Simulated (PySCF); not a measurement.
# F4Tl (Tl(F)4-): the cost of one run

Method: PBE0, Tl def2-SVP with ECP60, F def2-SVP; scalar-relativistic core potentials, no spin–orbit coupling; program: PySCF 2.14.0.

1 further run of the same task is left out (for a known fault of the program).

## Step 1: Where the work starts

5 atoms, charge -1, spin multiplicity 1.

Bond lengths: Tl1–F2 2.072 Å, Tl1–F3 2.072 Å, Tl1–F4 2.072 Å, Tl1–F5 2.072 Å. Angles: F2–Tl1–F3 109.5°, F2–Tl1–F4 109.5°, F2–Tl1–F5 109.5°, F3–Tl1–F4 109.5°, F3–Tl1–F5 109.5°, F4–Tl1–F5 109.5°.

Geometry (Å):

```xyz
5

Tl    0.00000    0.00000    0.00000
F     1.19631    1.19631    1.19631
F    -1.19631   -1.19631    1.19631
F     1.19631   -1.19631   -1.19631
F    -1.19631    1.19631   -1.19631
```

Formal oxidation states: Tl +3. An earlier session relaxed this geometry at PBE0, Tl def2-SVP with ECP60, F def2-SVP (singlet, point group Td).

Its energy there is -571.278158 Eh.

## Step 2: One electron removed, multiplicity 2

run.py (the lines that set the calculation)

```python
mol = gto.M(atom='''
Tl     0.00000     0.00000     0.00000
F      1.19631     1.19631     1.19631
F     -1.19631    -1.19631     1.19631
F      1.19631    -1.19631    -1.19631
F     -1.19631     1.19631    -1.19631''',
    basis={'Tl': 'def2-SVP', 'F': 'def2-SVP'},
    ecp={'Tl': 'def2-SVP'},
    charge=0, spin=1)
mf = dft.UKS(mol, xc='PBE0')
mf.grids.atom_grid = (50, 194)
mf = mf.density_fit()  # fitting sets: Tl def2-universal-JKFIT, F def2-universal-JKFIT
mf.conv_tol = 1e-08; mf.max_cycle = 55
mf.kernel(dm0)  # dm0: the density of the relaxed state
```

Run with:

```console
OMP_NUM_THREADS=2 python run.py
```

**Question.** How long does this run take on 2 threads of Arm Neoverse V1, shared host?

About 2.7 s.
